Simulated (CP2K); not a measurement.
# GFN1-xTB run of CH6BFSiTe (SMILES C[SiH](F)B[TeH])

Aim: the energy change on altering one bond length of CH6BFSiTe at GFN1-xTB, from 2 runs. 

Program for the calculation: CP2K 2026.2.

**1. Starting point**

CH6BFSiTe: 11 atoms, total charge 0, spin state singlet. SMILES: `C[SiH](F)B[TeH]`. Geometry: a rough force-field guess. This is one conformer, not always the lowest.

Bond lengths: C1–Si2 1.832 Å, Si2–F3 1.662 Å, Si2–B4 1.970 Å, B4–Te5 2.272 Å, C1–H6 1.078 Å, C1–H7 1.095 Å, C1–H8 1.167 Å, Si2–H9 1.513 Å, B4–H10 1.107 Å, Te5–H11 1.719 Å. Some angles: C1–Si2–F3 106.9°, C1–Si2–B4 113.5°, F3–Si2–B4 108.0°, Si2–B4–Te5 117.4°, C1–Si2–H9 110.1°, F3–Si2–H9 109.2°, B4–Si2–H9 109.1°, Si2–C1–H6 112.6°, Si2–C1–H7 110.6°, Si2–C1–H8 106.2°.

**2. Energy and forces at GFN1-xTB**

Contents of calc.inp:

```
&GLOBAL
  PROJECT calc
  RUN_TYPE ENERGY_FORCE
  PRINT_LEVEL MEDIUM
&END GLOBAL

&FORCE_EVAL
  METHOD Quickstep
  &DFT
    &QS
      METHOD XTB
      EPS_DEFAULT 1.0E-10
      &XTB
        GFN_TYPE 1
        CHECK_ATOMIC_CHARGES F
      &END XTB
    &END QS
    &POISSON
      PERIODIC NONE
      POISSON_SOLVER ANALYTIC
    &END POISSON
    &SCF
      SCF_GUESS ATOMIC
      EPS_SCF 1.0E-06
      MAX_SCF 50
      &OT
        MINIMIZER DIIS
        PRECONDITIONER FULL_ALL
      &END OT
      &OUTER_SCF
        EPS_SCF 1.0E-06
        MAX_SCF 10
      &END OUTER_SCF
    &END SCF
    &PRINT
      &MOMENTS
        PERIODIC F
        REFERENCE COM
        MAX_MOMENT 1
      &END MOMENTS
      &MO_CUBES
        NLUMO 5
        NHOMO -1
        WRITE_CUBE F
      &END MO_CUBES
      &HIRSHFELD OFF
      &END HIRSHFELD
    &END PRINT
  &END DFT
  &SUBSYS
    &CELL
      ABC 12 10.6 12.8
      PERIODIC NONE
    &END CELL
    &COORD
      UNIT bohr
      C     -2.1960507    -0.8388494     1.7024543
      Si     1.0567348     0.3454419     1.6143930
      F      2.9101782    -2.0125583     2.5437603
      B      2.1575003     1.4038775    -1.7812558
      Te    -0.7124267     1.1294893    -4.9633657
      H     -2.5114460    -2.3589451     0.3841813
      H     -2.7421816    -1.3290444     3.6377228
      H     -3.4772850     0.8352589     1.0533333
      H      1.3537998     2.5433824     3.4194594
      H      4.0916350     2.1248081    -2.1164933
      H      0.1931300    -1.9505753    -5.4548834
    &END COORD
    &TOPOLOGY
      &CENTER_COORDINATES
      &END CENTER_COORDINATES
    &END TOPOLOGY
  &END SUBSYS
  &PRINT
    &FORCES ON
    &END FORCES
  &END PRINT
&END FORCE_EVAL
```

Started as:

```sh
$ OMP_NUM_THREADS=1 cp2k.psmp calc.inp > calc.out
```

Standard output:

```text
CP2K| version string:                                       CP2K version 2026.2
[...]
 GLOBAL| Method name                                                        CP2K
[...]
 GLOBAL| Run type                                                   ENERGY_FORCE
[...]
                             - Atoms:                                         11
[...]
                             - Spherical basis functions:                     42
[...]
 Number of electrons:                                                         30
[...]
     1 OT DIIS     0.15E+00    0.0     0.04543651       -17.5109629365 -1.75E+01
[...]
    12 OT DIIS     0.15E+00    0.0     0.00000038       -17.5591853327 -5.58E-11
  *** SCF run converged in    12 steps ***
[...]
 TB_DIPOLE| Moment [Debye]         -1.02383633       0.95539924      -0.90532545
 TB_DIPOLE| Derivative [a.u.]       0.00000000       0.00000000       0.00000000
[...]
 ENERGY| Total FORCE_EVAL ( QS ) energy [hartree]            -17.559185332701091
 FORCES| Atomic forces [hartree/bohr]
 FORCES|   Atom     x               y               z               |f|
 FORCES|      1 -2.95127949E-02  3.20359111E-02 -2.61106728E-05   4.35580687E-02
 FORCES|      2  3.79270781E-02  8.54545115E-04  1.64068770E-02   4.13325431E-02
 FORCES|      3 -1.49877517E-02  2.24973546E-02 -5.50504504E-03   2.75874824E-02
 FORCES|      4 -4.16623023E-02 -1.99309674E-02  4.25837539E-03   4.63802184E-02
 FORCES|      5  1.35151355E-02 -1.43751830E-02  3.68087771E-04   1.97342409E-02
 FORCES|      6 -7.38887410E-03 -9.41800061E-03 -1.61701446E-03   1.20792770E-02
 FORCES|      7 -7.61676175E-03 -4.79561757E-03 -4.45125605E-03   1.00412493E-02
 FORCES|      8  1.38878201E-02 -2.83422570E-02  1.08842511E-02   3.33859551E-02
 FORCES|      9 -1.28808076E-04 -1.59604284E-02 -6.65237463E-03   1.72917886E-02
 FORCES|     10  4.19338167E-02  2.05517954E-02 -1.78651653E-02   4.99998541E-02
 FORCES|     11 -5.96655759E-03  1.68828477E-02  4.19937493E-03   1.83919848E-02
 FORCES| Sum    -1.56125113E-16  7.63278329E-17  2.31585584E-16
 FORCES| Total atomic force                                       2.89539068E-16
[...]
```

It took 1.1 s on 1 thread of Intel Xeon 6975P-C (Granite Rapids), shared host; peak memory 0.2 GiB.

**3. The distorted shape**

Contents of run.inp:

```
&GLOBAL
  PROJECT run
  RUN_TYPE ENERGY_FORCE
  PRINT_LEVEL MEDIUM
&END GLOBAL
&FORCE_EVAL
  METHOD Quickstep
  &DFT
    CHARGE 0
    MULTIPLICITY 1
    &QS
      METHOD XTB
      EPS_DEFAULT 1.0E-10
      &XTB
        GFN_TYPE 1
        CHECK_ATOMIC_CHARGES F
      &END XTB
    &END QS
    &POISSON
      PERIODIC NONE
      POISSON_SOLVER ANALYTIC
    &END POISSON
    &SCF
      SCF_GUESS ATOMIC
      EPS_SCF 1.0E-06
      MAX_SCF 50
      &OT ON
        MINIMIZER DIIS
        PRECONDITIONER FULL_ALL
      &END OT
      &OUTER_SCF
        EPS_SCF 1.0E-06
        MAX_SCF 10
      &END OUTER_SCF
    &END SCF
    &PRINT
      &MOMENTS
        PERIODIC F
        REFERENCE COM
        MAX_MOMENT 1
      &END MOMENTS
      &MO_CUBES
        NLUMO 5
        NHOMO -1
        WRITE_CUBE F
      &END MO_CUBES
      &HIRSHFELD OFF
      &END HIRSHFELD
    &END PRINT
  &END DFT
  &SUBSYS
    &CELL
      ABC [angstrom] 12 10.8 12.8
      PERIODIC NONE
    &END CELL
    &COORD
      UNIT bohr
      C     -2.1329736    -0.5348435     1.9660975
      Si     1.1198120     0.6494478     1.8780363
      F      2.9732554    -1.7085524     2.8074036
      B      2.2205775     1.7078834    -1.5176126
      Te    -0.6493496     1.4334952    -4.6997224
      H     -2.5114460    -2.3589451     0.3841813
      H     -2.6791044    -1.0250385     3.9013660
      H     -3.4142079     1.1392649     1.3169766
      H      1.4168770     2.8473883     3.6831027
      H      4.1547122     2.4288140    -1.8528500
      H      0.2562072    -1.6465694    -5.1912402
    &END COORD
    &TOPOLOGY
      &CENTER_COORDINATES
      &END CENTER_COORDINATES
    &END TOPOLOGY
  &END SUBSYS
  &PRINT
    &FORCES ON
    &END FORCES
  &END PRINT
&END FORCE_EVAL
```

Started as:

```sh
$ OMP_NUM_THREADS=1 cp2k.psmp -i run.inp -o run.out
```

Standard output:

```text
CP2K| version string:                                       CP2K version 2026.2
[...]
 GLOBAL| Method name                                                        CP2K
[...]
 GLOBAL| Run type                                                   ENERGY_FORCE
[...]
                             - Atoms:                                         11
[...]
                             - Spherical basis functions:                     42
[...]
 Number of electrons:                                                         30
[...]
     1 OT DIIS     0.15E+00    0.0     0.04462975       -17.4959956318 -1.75E+01
[...]
    12 OT DIIS     0.15E+00    0.0     0.00000049       -17.5433385900 -7.07E-11
  *** SCF run converged in    12 steps ***
[...]
 TB_DIPOLE| Moment [Debye]         -1.04419078       0.98734116      -0.86165012
 TB_DIPOLE| Derivative [a.u.]       0.00000000       0.00000000       0.00000000
[...]
 ENERGY| Total FORCE_EVAL ( QS ) energy [hartree]            -17.543338590063602
 FORCES| Atomic forces [hartree/bohr]
 FORCES|   Atom     x               y               z               |f|
 FORCES|      1 -3.90694338E-02 -1.90268898E-02 -4.42911152E-02   6.20495453E-02
 FORCES|      2  3.62484442E-02 -2.06304111E-03  1.44389940E-02   3.90728857E-02
 FORCES|      3 -1.50139251E-02  2.25895710E-02 -5.41323415E-03   2.76588099E-02
 FORCES|      4 -4.17383963E-02 -1.99380889E-02  4.27489580E-03   4.64531576E-02
 FORCES|      5  1.36028026E-02 -1.43343899E-02  2.28471804E-04   1.97626712E-02
 FORCES|      6  5.93662451E-03  5.04658552E-02  4.87781920E-02   7.04369084E-02
 FORCES|      7 -8.47402036E-03 -7.58903747E-03 -6.59973340E-03   1.31513874E-02
 FORCES|      8  1.33242747E-02 -3.12981695E-02  8.93439384E-03   3.51700882E-02
 FORCES|      9 -7.44209321E-04 -1.62737036E-02 -6.65838420E-03   1.75989021E-02
 FORCES|     10  4.19061985E-02  2.05749980E-02 -1.78736069E-02   4.99892572E-02
 FORCES|     11 -5.97835970E-03  1.68928961E-02  4.18112643E-03   1.84008842E-02
 FORCES| Sum     1.56125113E-17  1.73472348E-17 -1.68268177E-16
 FORCES| Total atomic force                                       1.69878947E-16
[...]
```

Wall time 1 s (1 thread of Intel Xeon 6975P-C (Granite Rapids), shared host); peak memory 0.19 GiB.

**4. Summary of results**

At GFN1-xTB:

```
                                                         quantity          value
                                        first shape: total energy   -17.55919 Eh
           first shape: dipole moment (from atomic charges alone)         1.67 D
                                         first shape: HOMO energy       -9.63 eV
                                   first shape: dispersion energy  -11.59 kJ/mol
                            first shape: largest force on an atom     2.571 eV/Å
                                    distorted shape: total energy   -17.54334 Eh
       distorted shape: dipole moment (from atomic charges alone)         1.68 D
                                     distorted shape: HOMO energy       -9.63 eV
                               distorted shape: dispersion energy  -11.63 kJ/mol
                        distorted shape: largest force on an atom     3.622 eV/Å
energy change with the C1–H6 bond stretched from 1.078 to 1.293 Å       0.431 eV
```

What this shows: With the C1–H6 bond stretched from 1.078 to 1.293 Å the energy rises by 0.43 eV (41.6 kJ/mol). The first shape isn't relaxed at this level, so the change isn't measured from a minimum. The largest force (first shape) is 2.57 eV/Å: the shape isn't a stationary point for this species at this level. The dipole (first shape) comes from point charges on the atoms alone, without atomic dipoles, so it is partial. The dipole (distorted shape) comes from point charges on the atoms alone, without atomic dipoles, so it is partial.
